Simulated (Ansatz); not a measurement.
**BGaH₂OSSe: how energies converge with the basis set**

The task here is to estimate one member of a computed series from the others.

Computed with Ansatz 0.2.0, Gaussian basis. Level: one geometry, several basis sets.

Levels to be run: PBE0-D4/def2-SVP; ωB97M-V/def2-SVP; PBE0-D4/def2-QZVPP; the functionals' def2-TZVPP values are taken from earlier runs.

1 further run of the same task is left out (it didn't finish).

## The geometry

An earlier PBE0-D4 in a triple-zeta def2 set relaxation fixed the geometry.

SMILES `[SeH]B1[O][GaH][S]1`, 7 atoms, charge 0, spin multiplicity 1.

Atoms are counted from 1 here; the program's logs count them from 0.

Bond lengths: Se1–B2 1.947 Å, Se1–H6 1.466 Å, B2–O3 1.355 Å, B2–S5 1.878 Å, O3–Ga4 1.850 Å, Ga4–S5 2.191 Å, Ga4–H7 1.540 Å. Angles: B2–Se1–H6 94.8°, Se1–B2–O3 121.8°, Se1–B2–S5 124.6°, O3–B2–S5 113.6°, B2–O3–Ga4 92.5°, O3–Ga4–S5 84.1°, O3–Ga4–H7 128.7°, S5–Ga4–H7 147.1°, B2–S5–Ga4 69.8°.

Set-up of the first run:

The input, in.yaml:

```yaml
crystal:
  periodic: [false, false, false]
  atoms:
    - {symbol: Se, position_ang: [-1.861386, 0.577707, 1.564247]}
    - {symbol: B, position_ang: [-0.456405, 0.056929, 0.321177]}
    - {symbol: O, position_ang: [-0.555736, -1.057636, -0.442544]}
    - {symbol: Ga, position_ang: [1.091714, -0.763430, -1.231471]}
    - {symbol: S, position_ang: [1.138516, 1.010621, 0.052723]}
    - {symbol: H, position_ang: [-1.170780, 1.783336, 2.033411]}
    - {symbol: H, position_ang: [1.814067, -1.607528, -2.297544]}
basis:
  gaussian: {orbitals: def2-SVP}
hamiltonian: {xc: pbe0, dispersion: d4}
output: {orbitals: {seedname: orbitals}}
```

Among the steps run: PBE0-D4 in def2-SVP; ωB97M-V in def2-SVP; PBE0-D4 in def2-QZVPP.

One table of the session follows, with a row left open; its other results are not shown here.

It belongs to the step «Density functionals: the series». 

| functional | basis | HOMO (eV) | LUMO (eV) |
| --- | --- | --- | --- |
| PBE0-D4 | def2-SVP | ? | ? |
| PBE0-D4 | def2-TZVPP | -7.09 | -1.68 |
| PBE0-D4 | def2-QZVPP | -7.11 | -1.71 |
| ωB97M-V | def2-SVP | -9.06 | 0.09 |
| ωB97M-V | def2-TZVPP | -9.19 | 0.01 |

Q: Estimate the row for PBE0-D4, def2-SVP from the others.

**Answer.** HOMO (eV): -6.99; LUMO (eV): -1.63. In the column «HOMO (eV)» it is the highest.
